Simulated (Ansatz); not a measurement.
**SiGeH₃ (doublet): wave-function methods side by side at a displaced geometry (v1), cc-pVDZ**

An exercise on one series of results from a longer session: the logs are not shown, and one member is left open.

Program: Ansatz 0.2.0, Gaussian basis. Level of theory: cc-pVDZ, core rule «outside noble gas», up to 19 orbitals frozen. These are calculated values, not measurements.

Plan: UHF; CCSD(T) on ROHF; CCSD(T) on UHF; BCCD(T) on ROHF; CISD; CCSDT(Q) on ROHF; CCSDT(Q) on UHF.

21 further runs of the same task are left out: 2 for a mislabelled method, 9 that didn't finish, 10 set aside as unsound or not needed.

## What is computed

The geometry is a PBE0/def2-TZVP stationary point (not a proven minimum) with its atoms shifted at random (size 0.040 Å). No spin-orbit coupling is included. The filled d shell of Ge may be among the frozen orbitals whatever the setting's name suggests; the logs give the count.

5 atoms, charge 0, spin multiplicity 2.

Atoms are counted from 1 here; the program's logs count them from 0.

Bond lengths: Si1–Ge2 2.364 Å, Si1–H3 1.495 Å, Si1–H4 1.496 Å, Ge2–H5 1.610 Å. Angles: Ge2–Si1–H3 127.4°, Ge2–Si1–H4 121.9°, H3–Si1–H4 110.7°, Si1–Ge2–H5 88.5°.

Coordinates:

| atom | x (Å) | y (Å) | z (Å) |
| --- | --- | --- | --- |
| Si1 | 0.00162 | 0.02916 | 1.66090 |
| Ge2 | 0.00078 | -0.03341 | -0.70208 |
| H3 | 0.04875 | 1.23999 | 2.53617 |
| H4 | -0.05403 | -1.21793 | 2.48456 |
| H5 | -0.09641 | 1.57320 | -0.70322 |

Set-up of the first run:

in.yaml reads:

```yaml
crystal:
  periodic: [false, false, false]
  atoms:
    - {symbol: Si, position_ang: [0.001618, 0.029163, 1.660904]}
    - {symbol: Ge, position_ang: [0.000785, -0.033411, -0.702080]}
    - {symbol: H, position_ang: [0.048749, 1.239993, 2.536171]}
    - {symbol: H, position_ang: [-0.054028, -1.217931, 2.484556]}
    - {symbol: H, position_ang: [-0.096412, 1.573201, -0.703218]}
basis:
  gaussian: {orbitals: cc-pVDZ}
magnetization: {spin_polarized: true, initial_magnetization: 1}
hamiltonian: {xc: hf}
output: {orbitals: {seedname: orbitals}}
```

The run is started by

```sh
$ ansatz run in.yaml --threads 1 --pin off --events-out ev --progress --plain --max-ram 2393MiB
```

Among the steps run: UHF; CCSD(T) on ROHF; CCSD(T) on UHF; BCCD(T) on ROHF; CISD; CCSDT(Q) on ROHF; CCSDT(Q) on UHF.

One table of the session follows, with a row left open; its other results are not shown here.

| method | from UCCSDT(Q) (meV) |
| --- | --- |
| ROHF | +5940.3 |
| UHF | +5860.7 |
| RMP2 | +1328.1 |
| UMP2 | +1350.5 |
| CISD | +725.7 |
| RCCSD | +226.0 |
| UCCSD | +223.3 |
| RCCSD(T) | +48.1 |
| UCCSD(T) | +48.6 |
| BCCD(T) | ? |
| RCCSDT | +10.3 |
| UCCSDT | +9.8 |
| RCCSDT(Q) | +0.6 |
| UCCSDT(Q) | 0 |

**Question.** Estimate the row for BCCD(T).

**Answer.** from UCCSDT(Q) (meV): +47.1. In the column «from UCCSDT(Q) (meV)» it lies between RCCSDT (+10.3) and RCCSD(T) (+48.1).

Limits of these values: Restricted and unrestricted rows rest on different reference determinants; where their highest levels disagree by more than a few hundredths of an eV, they describe different states and don't form one ladder.
